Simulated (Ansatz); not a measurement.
# AsH3OZn + H2S: a complex and its separated parts

The complex below is one end of an elementary step. How strongly is it bound against its free parts?

Computed with Ansatz 0.2.0, Gaussian basis. Level: PBE0-D4/def2-TZVP structures, single points in def2-TZVPP, no counterpoise correction.

Levels: SPW92, PBE-D4, BLYP-D4, r2SCAN-D4, B97M-V, PBE0-D4, B3LYP-D4, r2SCAN0-D4, BHLYP-D4, CAM-B3LYP-D4, wB97X-V, wB97M-V, B2PLYP, PBE-QIDH, RPA on PBE, Hartree-Fock, MP2, CCSD, CCSD(T).

Cores are frozen in the correlated methods. The 3s and 3p shells of Cu and Zn are frozen; filled d shells are correlated. B3LYP uses VWN-RPA correlation. B2PLYP carries no dispersion term here.

94 further runs of the same task are left out: 94 set aside as unsound or not needed. Runs told in other sessions of the task aren't counted.

### Step 1. Starting geometry

The complex: 9 atoms, charge 0, spin multiplicity 1.

Atoms are counted from 1 here; the program's logs count them from 0.

Bond lengths: Zn1–O3 1.802 Å, Zn1–As5 2.379 Å, S2–H4 1.342 Å, S2–H6 1.343 Å, O3–H7 0.958 Å, As5–H8 1.528 Å, As5–H9 1.527 Å. Angles: O3–Zn1–As5 159.1°, H4–S2–H6 92.9°, Zn1–O3–H7 115.8°, Zn1–As5–H8 90.8°, Zn1–As5–H9 90.6°, H8–As5–H9 91.4°.

Geometry (Å):

```
Zn   -1.0780    0.2368   -0.3115
S     1.6644   -0.4016   -0.7824
O    -1.4054    1.0214   -1.9003
H     1.9247   -0.4490    0.5334
As   -1.4351   -0.4823    1.9280
H     1.9996    0.8955   -0.8717
H    -0.8383    0.7514   -2.6233
H    -0.1497    0.2094    2.3789
H    -0.6823   -1.7815    1.6490
```

Its parts: AsH3OZn holds atoms 1, 3, 5, 7, 8, 9; H2S holds atoms 2, 4, 6. Each part counts its atoms afresh in its own runs.

### Step 2. Relaxing AsH3OZn alone

The input, relax-a/in.yaml:

```yaml
crystal:
  periodic: [false, false, false]
  atoms:
    - {symbol: Zn, position_ang: [-1.078009, 0.236787, -0.311547]}
    - {symbol: O, position_ang: [-1.405433, 1.021418, -1.900313]}
    - {symbol: As, position_ang: [-1.435061, -0.482306, 1.927969]}
    - {symbol: H, position_ang: [-0.838287, 0.751352, -2.623277]}
    - {symbol: H, position_ang: [-0.149654, 0.209419, 2.378920]}
    - {symbol: H, position_ang: [-0.682264, -1.781484, 1.648953]}
basis:
  gaussian: {orbitals: def2-TZVP}
hamiltonian: {xc: pbe0, dispersion: d4}
relax: {f_tol: 0.005, max_steps: 200}
```

The run is started by

```
$ ansatz run in.yaml --threads 8 --pin off --events-out ev --progress --plain --max-ram 19148MiB
```

Further steps of the session: Relaxing H2S alone; SPW92/def2-TZVPP; PBE-D4/def2-TZVPP; BLYP-D4/def2-TZVPP; r2SCAN-D4/def2-TZVPP; B97M-V/def2-TZVPP; PBE0-D4/def2-TZVPP; B3LYP-D4/def2-TZVPP; r2SCAN0-D4/def2-TZVPP; BHLYP-D4/def2-TZVPP; CAM-B3LYP-D4/def2-TZVPP; wB97X-V/def2-TZVPP; wB97M-V/def2-TZVPP; B2PLYP/def2-TZVPP; PBE-QIDH/def2-TZVPP; RPA on PBE/def2-TZVPP; CCSD(T)/def2-TZVPP; Vibrations of AsH3OZn; Vibrations of H2S.

**Question.** What will these runs give? Wanted: complex less parts, CCSD(T)/def2-TZVPP; with zero-point energy; largest T1 diagnostic.

As calculated:

```
                              quantity         value
complex less parts, CCSD(T)/def2-TZVPP  -16.7 kJ/mol
                with zero-point energy  -11.6 kJ/mol
                 largest T1 diagnostic         0.015
```

At CCSD(T) the complex lies 16.7 kJ/mol below its parts. B97M-V is the best functional here (-0.9 kJ/mol from CCSD(T)); SPW92 is the worst (-16.5 kJ/mol). Mean unsigned error by rung: LDA 16.5, GGA 3.6, meta-GGA 3.8, hybrid 5.5, range-separated hybrid 3.4, double hybrid 3.9 kJ/mol. The double hybrids carry no dispersion term here, unlike the levels marked D4 or V. PBE-D4 gives a relative energy 6.0 kJ/mol too low, outside chemical accuracy (1 kcal/mol, 4.2 kJ/mol). No counterpoise was applied, and triple zeta lacks some correlation, so the CCSD(T) reference has a basis error of its own, and close matches with it are partly luck.
